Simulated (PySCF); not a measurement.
**C²⁺: excitation energies in aug-cc-pCVTZ-DK plus 1 even-tempered diffuse shell per l**

Wanted: the excitation energy of carbon, up a ladder of methods.

Method: unrestricted determinants in a Gaussian basis, no spin-orbit coupling in the energies. Code: PySCF 2.14.0.

## Step 1: Starting point

- Element: carbon (Z = 6)
- Basis: aug-cc-pCVTZ-DK with one added diffuse shell each of s, p, d, f type (8s7p5d3f, 75 functions)
- Hamiltonian: scalar relativity by spin-free X2C-1e
- State 1: C²⁺: [He] 2p2, high-spin 3P determinant (an excited configuration)
- State 2: C²⁺: [He] 2s1 3d1, high-spin 3D determinant (an excited configuration)
- Needed too, but not shown: C²⁺ [He] 2s2 (1S)
- Methods: CCSD(T)
- Core shells frozen in the correlated runs: valence and next inner shell: nothing (for C²⁺)

The outer shells:

C2+ [He] 2p2
```
[He] core
2p [↑ ][↑ ][  ]
```

C2+ [He] 2s1 3d1
```
[He] core
2s [↑ ]
3d [↑ ][  ][  ][  ][  ]
```

The runs were made by one driver on top of PySCF. The scripts below sum up each run's settings (the driver also hands on starting orbitals that pick excited configurations, and frozen orbitals as a list rather than a count), and the logs come from the driver's own runs. The driver starts from symmetry-adapted Hartree-Fock orbitals, holds the occupation by maximum overlap and uses a logarithmic radial grid for functionals, so a plain start would take other cycles.

The integrals over 75 functions and the set-up took 0.14 s of CPU time.

## Step 2: C²⁺ [He] 2p2, at CCSD(T) (valence and next inner shell)

#### CCSD(T) (valence and next inner shell)

Input file input.py:

```python
from pyscf import gto, scf, dft, mp, cc
import basis_set_exchange as bse
mol = gto.M(atom="C 0 0 0", charge=2, spin=2, symmetry="D2h",
            basis=gto.basis.parse(bse.get_basis("aug-cc-pCVTZ-DK", elements=["C"], fmt="nwchem", augment_diffuse=1)),
            nucmod="G")
mf = scf.UHF(mol).sfx2c1e()
mf.irrep_nelec = {'Ag': (1, 1), 'B1u': (1, 0), 'B2u': (1, 0)}
mf.kernel()
mycc = cc.CCSD(mf, frozen=0).run()
mycc.ccsd_t()
```

## Step 3: C²⁺ [He] 2s1 3d1, at CCSD(T) (valence and next inner shell)

#### CCSD(T) (valence and next inner shell)

Changes to input.py since step 2:

```diff
@@ -6,3 +6,3 @@
 mf = scf.UHF(mol).sfx2c1e()
-mf.irrep_nelec = {'Ag': (1, 1), 'B1u': (1, 0), 'B2u': (1, 0)}
+mf.irrep_nelec = {'Ag': (2, 1), 'B1g': (1, 0)}
 mf.kernel()
```

**Question.** What will these runs give?

**Answer**, as computed:

```
                             quantity                                                         value
    excitation energy, C²⁺ → [He] 2p2  UHF 15.462, CCSD(T) (valence and next inner shell) 17.130 eV
excitation energy, C²⁺ → [He] 2s1 3d1  UHF 31.718, CCSD(T) (valence and next inner shell) 33.468 eV
```

Accuracy by level (over 2 differences):

| method | mean absolute miss against CCSD(T) (valence and next inner shell) (eV) |
| --- | --- |
| UHF | 1.709 |
| MP2 (valence and next inner shell) | 0.668 |
| SCS-MP2 (valence and next inner shell) | 0.305 |
| CCSD (valence and next inner shell) | 0.014 |
| CCSD(T) (valence and next inner shell) | 0.000 |

In words: For the first difference the methods span 1.668 eV, from UHF (15.462) to CCSD(T) (valence and next inner shell) (17.130). No reference value is at hand in this session. All values hold for this basis alone; no basis-set limit was taken.
